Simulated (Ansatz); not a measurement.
# Se (Pm-3m): equation of state with a fit

Aim: an equation of state with a fit, for Se (Pm-3m), run from a script.

Computed with Ansatz 0.2.0 through its Python package. Level of theory: DFT PBEsol, plane waves, PAW.

**1. The system**

It takes space group Pm-3m (No. 221, cubic). The conventional cell has a = 2.811 Å, b = 2.811 Å, c = 2.811 Å, α = 90.00°, β = 90.00°, γ = 90.00°. Around Se (site symmetry m-3m) lie 6 Se at 2.81 Å.

The script holds or builds the structure itself.

**2. Script**

File eos_se.py:

```python
"""Bulk modulus of Se from an E(V) curve."""

import ansatz as az
import numpy as np
from scipy.optimize import curve_fit

VECTORS = np.array([
    [2.810563, 0.0, 0.0],
    [0.0, 2.810563, 0.0],
    [0.0, 0.0, 2.810563],
])
SITES = [
    ("Se", (0.0, 0.0, 0.0)),
]


def make_crystal(cell):
    crystal = az.Crystal(lattice=az.Lattice.of(cell))
    for symbol, position in SITES:
        crystal = crystal.atom(symbol, position)
    return crystal

def vinet(v, e0, v0, b0, b1):
    eta = (v / v0) ** (1 / 3)
    return e0 + 2 * b0 * v0 / (b1 - 1) ** 2 * (2 - (5 + 3 * b1 * (eta - 1) - 3 * eta) * np.exp(-1.5 * (b1 - 1) * (eta - 1)))

# uniform scaling of the cell
volumes, energies = [], []
for scale in np.linspace(0.88, 1.12, 7):
    cell = VECTORS * scale ** (1 / 3)
    model = (
        make_crystal(cell).calculation()
        .functional(az.Functional.PBESOL)
        .scf(tolerance=1e-08)
        .basis(18 * az.Ha)
        .pseudopotentials("paw")
        .occupations("Fermi-Dirac", width=0.05)
        .kpoints(8, 8, 8)
    )
    rep = model.run(threads=1).report
    volumes.append(abs(np.linalg.det(cell)) / len(SITES))
    energies.append(rep["free_energy_ev"] / len(SITES))
    print(f"V = {volumes[-1]:8.4f} A^3/atom  F = {energies[-1]:.5f} eV/atom")

guess = (min(energies), volumes[int(np.argmin(energies))], 0.5, 4.5)
(e0, v0, b0, b1), _ = curve_fit(vinet, np.array(volumes), np.array(energies), p0=guess, maxfev=20000)
print(f"Vinet fit: V0 = {v0:.4f} A^3/atom, B0 = {160.21766 * b0:.1f} GPa, B1 = {b1:.2f}")
print("largest residual", round(1000 * float(np.abs(vinet(np.array(volumes), e0, v0, b0, b1) - energies).max()), 3), "meV/atom")
```

**3. The calls as engine input**

The package turns the script's settings into the engine's input (first run):

```yaml
crystal:
  lattice:
    - [2.69331747354519, 0.0, 0.0]
    - [0.0, 2.69331747354519, 0.0]
    - [0.0, 0.0, 2.69331747354519]
  atoms:
    - { symbol: Se, position: [0.0, 0.0, 0.0] }
basis:
  ecutwfc: 489.804952427784
kpoints:
  mp_grid:
    grid: [8, 8, 8]
hamiltonian:
  xc: pbesol
  pseudopotentials:
    kind: paw
scf:
  convergence:
    dr2_threshold: 1.0e-08
  occupations:
    method: fermi_dirac
    width: 0.05
```

**4. The run**

Started as:

```bash
> python eos_se.py
```

**Question.** Where does the minimum lie against the volume typed, and how stiff is the crystal?

The runs gave:

| quantity | value |
| --- | --- |
| runs compared | 7 |
| range of energy | 86.57 meV/atom |
| lowest point, volume (Å³/atom) | 22.201 |
| equilibrium volume (fit) | 21.77 Å³/atom |
| bulk modulus (fit) | 82 GPa |

**Reading.** A third-order Birch-Murnaghan fit through the 7 points (the script's own form differs a little) has its minimum at 21.77 Å³ an atom, 1.9 % below the typed cell, with a bulk modulus of 82 GPa. From that minimum the energy rises by 71.5 meV an atom on the compressed side and 88.6 meV on the expanded side. For a metal this k-point mesh is coarse: on a finer one energies can move by several to tens of meV an atom and pressures by half a GPa or more, differences at one mesh by less. This isn't the structure that Se takes at ambient conditions. Whether this is the phase that is stable at ambient conditions was not tested.
